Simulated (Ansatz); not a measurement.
# ClH5SSi2: the cost of one run

Computed with the Python package of Ansatz 0.2.0. Level of theory: CAM-B3LYP/def2-SVP.

## (1) The structure

Bond lengths: Si1–S2 2.120 Å, S2–Si3 2.120 Å, Si3–Cl4 2.049 Å, Si1–H5 1.500 Å, Si1–H6 1.463 Å, Si1–H7 1.483 Å, Si3–H8 1.486 Å, Si3–H9 1.460 Å. Angles: Si1–S2–Si3 95.3°, S2–Si1–H5 109.9°, S2–Si1–H6 109.3°, S2–Si1–H7 110.6°, H5–Si1–H6 108.4°, H5–Si1–H7 110.9°, H6–Si1–H7 107.6°, S2–Si3–Cl4 110.5°, S2–Si3–H8 110.6°, S2–Si3–H9 109.4°, Cl4–Si3–H8 106.5°, Cl4–Si3–H9 109.8°, H8–Si3–H9 110.0°.

No structure file is read: the coordinates are typed or built in the script.

## (2) The script

torsion.py reads:

```python
import ansatz as az
from ase import Atoms

atoms = Atoms(["Si", "S", "Si", "Cl", "H", "H", "H", "H", "H"], positions=[
    [-0.7429, 1.396, -0.0782],
    [0.9154, 0.6641, 1.0218],
    [0.7648, -1.3249, 0.3032],
    [1.494, -1.4559, -1.6068],
    [-1.9913, 0.6819, 0.3464],
    [-0.912, 2.8236, 0.1934],
    [-0.5141, 1.2396, -1.5354],
    [-0.657, -1.7513, 0.242],
    [1.517, -2.2154, 1.1825],
])

first = (
    az.Crystal.molecule_from_ase(atoms).calculation()
    .basis(gaussian="def2-SVP")
    .functional("CAM-B3LYP")
    .relax(force_tolerance=0.02, max_steps=80)
)
atoms.positions = first.run().report["positions_ang"]

start = atoms.get_dihedral(2, 1, 0, 4)
energies = {}
for turn in range(0, 121, 15):
    turned = atoms.copy()
    turned.set_dihedral(2, 1, 0, 4, start + turn, indices=[0, 4, 5, 6])
    calculation = az.Crystal.molecule_from_ase(turned).calculation()
    calculation = calculation.basis(gaussian="def2-SVP")
    calculation = calculation.functional("CAM-B3LYP")
    energies[round((start + turn) % 360)] = calculation.run().report["free_energy_ev"]
floor = min(energies.values())
print("dihedral Si2-S1-Si0-H4 (deg)   E - E(min) (eV)")
for angle, e in sorted(energies.items()):
    print(f"{angle:8d} {(e - floor):14.3f}  " + "#" * int(30 * (e - floor) / max(max(energies.values()) - floor, 1e-9)))
```

## (3) Launch

Started as:

```bash
> python torsion.py
```

**Question.** How long does this script take on 1 thread of Arm Neoverse V1, shared host, and how much memory does it need?

About 2 min, with a peak of 0.34 GiB.
